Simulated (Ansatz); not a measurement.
# K2TaNbO6 and its K-free host: average intercalation voltage, by script

The task is an average intercalation voltage, for K2TaNbO6 and its K-free host.

The COD entry's cell or inner coordinates are ideal or old and differ from later refinements, so a difference from it is no clean test against experiment.

All numbers are computed with Ansatz 0.2.0, driven from Python. Level of theory: DFT PBEsol, plane waves, PAW.

## (1) The system

K2TaNbO6 Fm-3m: It takes space group Fm-3m (No. 225, cubic). The conventional cell has a = 8.089 Å, b = 8.089 Å, c = 8.089 Å, α = 90.00°, β = 90.00°, γ = 90.00°. Around K (site symmetry -43m) lie 12 O at 2.86 Å. Ta (site symmetry m-3m) is surrounded by 6 O at 2.01 Å. Around Nb (site symmetry m-3m) lie 6 O at 2.03 Å. Only part of the 4 independent sites is listed.

K Im-3m: The structure is cubic, space group Im-3m (No. 229). The conventional cell has a = 5.225 Å, b = 5.225 Å, c = 5.225 Å, α = 90.00°, β = 90.00°, γ = 90.00°.

TaNbO6 Fm-3m: The structure is cubic, space group Fm-3m (No. 225). Conventional cell: a = 8.089 Å, b = 8.089 Å, c = 8.089 Å, α = 90.00°, β = 90.00°, γ = 90.00°. Ta (site symmetry m-3m) has 6 O at 2.01 Å as nearest neighbours. Nb (site symmetry m-3m) has 6 O at 2.03 Å as nearest neighbours. O (site symmetry 4mm) is surrounded by 1 Ta at 2.01 Å and 1 Nb at 2.03 Å.

The script holds or builds the structure itself.

## (2) The script

Input file voltage.py:

```python
# -*- coding: utf-8 -*-
from collections import Counter
import warnings

import ansatz as az
from ase.data import atomic_masses, atomic_numbers
import numpy as np


def compute(name, crystal):
    calc = crystal.calculation()
    calc = calc.functional('pbesol')
    calc = calc.basis(420).kpoints(spacing=0.33)
    calc = calc.occupations('fermi_dirac', width=0.05).band_table()
    calc = calc.relax(force_tolerance=0.02, max_steps=60, fix_cell=['shape'])
    return calc.run(threads=1)


def counts(outcome):
    return Counter(site.symbol for site in outcome.lattice.sites)


def gap_ev(outcome):
    # nan where the run reports no band edges: a metal, overlapping bands, or a gap that is small against the smearing
    edges = outcome.report.get('band_edges_ev')
    return edges[1] - edges[0] if edges else float('nan')


def main():
    warnings.simplefilter('ignore')

    phases = {}
    k2tanbo6 = (
        az.Lattice.from_parameters(5.719685, 5.719685, 5.719685, alpha=60.0, beta=60.0, gamma=60.0)
        .atom('K', (0.25, 0.25, 0.25))
        .atom('K', (0.75, 0.75, 0.75))
        .atom('Ta', (0.5, 0.5, 0.5))
        .atom('Nb', (0.0, 0.0, 0.0))
        .atom('O', (0.749028, 0.250972, 0.250972))
        .atom('O', (0.250972, 0.749028, 0.749028))
        .atom('O', (0.250972, 0.749028, 0.250972))
        .atom('O', (0.749028, 0.250972, 0.749028))
        .atom('O', (0.250972, 0.250972, 0.749028))
        .atom('O', (0.749028, 0.749028, 0.250972))
    )
    phases['K2TaNbO6'] = k2tanbo6
    k = (
        az.Lattice.bcc(5.225)
        .space_group(229)
        .atom('K', (0.0, 0.0, 0.0))
        .primitive()
    )
    phases['K'] = k
    host = phases['K2TaNbO6'].resolved()
    for site in phases['K2TaNbO6'].resolved().sites:
        if site.symbol == 'K':
            host = host.vacancy('K', at=site.position)
    phases['TaNbO6'] = host.resolved()

    done = {name: compute(name, crystal) for name, crystal in phases.items()}

    full, empty, metal = done['K2TaNbO6'], done['TaNbO6'], done['K']
    n = counts(full)['K']
    reaction = full.report['energy_sigma0_ev'] - empty.report['energy_sigma0_ev'] - n * metal.report['energy_sigma0_ev'] / len(metal.lattice.sites)
    voltage = -reaction / n
    v_full, v_empty = (abs(np.linalg.det(o.lattice.cell_ang)) for o in (full, empty))
    print(f'average voltage {voltage:.3f} V for {n} K per cell')
    print(f'cell volume {v_empty:.2f} -> {v_full:.2f} A^3 on insertion ({100 * (v_full / v_empty - 1):+.1f} %)')
    mass = sum(k * atomic_masses[atomic_numbers[e]] for e, k in counts(full).items())
    capacity = 26801 * 1 * n / mass
    print(f'capacity {capacity:.0f} mAh/g of the full compound, energy {capacity * voltage:.0f} Wh/kg')


if __name__ == '__main__':
    main()
```

## (3) Running it

On the command line:

```
$ python voltage.py
```

**Question.** What average voltage follows, and how does the cell's volume answer?

As calculated:

```
       quantity      value
average voltage    4.695 V
       capacity  120 mAh/g
  runs compared          3
```

What this shows: The voltage is an average between the two end compositions, without entropy or volume terms. The average voltage against K metal is 4.695 V for 2 K a cell, and insertion changes the volume by +5.1 % with the cell's shape held. In run 1, over 4 moves the cell shrank by 4.3 % in volume, and the space group stayed Fm-3m. Run 2: The relaxation took 0 moves; the largest shift is 0.000 Å, of atom 1 (K). The start was already close to the minimum. The run is spin-unpolarised. For the metals among these cells the mesh is coarse, so their volumes and pressures are rough. Atoms and volume are relaxed with the cell's shape held, which in cells of lower than cubic symmetry can hide stresses and shift volumes. Spin-orbit coupling, which matters for elements this heavy, is left out. The emptied host keeps the framework's symmetry and may not be a stable phase; the voltage is an average over full removal at zero temperature. Mesh, spin state and self-interaction can shift such a voltage by tenths of a volt. It is a formal energy of removing every such ion; where the cations can't give all the electrons, the anions are oxidised, and no electrode works so. Whether this is the phase that is stable at ambient conditions was not tested.
